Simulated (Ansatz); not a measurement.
CdH₂O₂, space group P-3m1: an equation of state with a fit, run with Ansatz 0.2.0, Python API.

The script, `cdh2o2.py`:
```python
"""Bulk modulus of CdH2O2 from an E(V) curve."""

import ansatz as az
import numpy as np
from scipy.optimize import curve_fit

VECTORS = np.array([
    [3.515526, 0.0, 0.0],
    [-1.757763, 3.044535, 0.0],
    [0.0, 0.0, 4.642979],
])
SITES = [
    ("Cd", [0.0, 0.0, 0.0]),
    ("H", [2 / 3, 1 / 3, 0.550961]),
    ("H", [1 / 3, 2 / 3, 0.449039]),
    ("O", [2 / 3, 1 / 3, 0.759372]),
    ("O", [1 / 3, 2 / 3, 0.240628]),
]


def make_crystal(cell):
    crystal = az.Crystal(lattice=az.Lattice.of(cell))
    for symbol, position in SITES:
        crystal = crystal.atom(symbol, position)
    return crystal

def vinet(v, e0, v0, b0, b1):
    eta = (v / v0) ** (1 / 3)
    return e0 + 2 * b0 * v0 / (b1 - 1) ** 2 * (2 - (5 + 3 * b1 * (eta - 1) - 3 * eta) * np.exp(-1.5 * (b1 - 1) * (eta - 1)))


def main() -> None:
    # scale the volume, keep shape and fractions
    volumes, energies = [], []
    for scale in np.linspace(0.92, 1.08, 7):
        cell = VECTORS * scale ** (1 / 3)
        job = (
            make_crystal(cell).calculation()
            .occupations(az.OccupationsMethod.FIXED)
            .functional("pbesol", dispersion="d3bj")
            .pseudopotentials("paw")
            .basis(41 * az.Ry)
            .kpoints(6, 6, 4)
        )
        data = job.run(threads=1).report
        volumes.append(abs(np.linalg.det(cell)) / len(SITES))
        energies.append(data["free_energy_ev"] / len(SITES))
        print(f"V = {volumes[-1]:8.4f} A^3/atom  F = {energies[-1]:.5f} eV/atom")

    guess = (min(energies), volumes[int(np.argmin(energies))], 0.5, 4.5)
    (e0, v0, b0, b1), _ = curve_fit(vinet, np.array(volumes), np.array(energies), p0=guess, maxfev=20000)
    print(f"Vinet fit: V0 = {v0:.4f} A^3/atom, B0 = {160.21766 * b0:.1f} GPa, B1 = {b1:.2f}")
    print("largest residual", round(1000 * float(np.abs(vinet(np.array(volumes), e0, v0, b0, b1) - energies).max()), 3), "meV/atom")


if __name__ == "__main__":
    main()
```

From its runs, with one value withheld:

| V (Å³/atom) | F less the lowest row shown (meV/atom) |
| --- | --- |
| 9.144 | 15.03 |
| 9.409 | ? |
| 9.674 | 0.00 |
| 9.939 | 1.23 |
| 10.204 | 7.26 |
| 10.469 | 17.44 |
| 10.734 | 31.22 |

What is the missing energy at 9.409 Å³ an atom?

A third-order Birch-Murnaghan fit, E = E0 + (9 V0 B0 / 16) [(t - 1)³ B' + (t - 1)² (6 - 4t)] with t = (V0/V)^(2/3), through the 6 rows shown gives V0 = 9.742 Å³, B0 = 118.4 GPa, B' = 4.32 and E0 = -0.18 meV. At V = 9.409 Å³, t = 1.02350, and the fit interpolates to 4.31 meV. The run gave 4.31 meV, a miss of 0.00 meV.

Reading the output:
- Shape and fractional positions are held along the curve, so the bulk modulus is an upper value where they are free to relax, by a factor of two or more in layered or hydrogen-bonded cells.
- The structure comes from a database of computed cells and needn't be a stable or known phase.
- By the engine's processor time: 8.1 s on 1 thread of Intel(R) Xeon(R) Processor @ 2.30GHz, with other jobs on the host, peak memory 0.57 GiB.
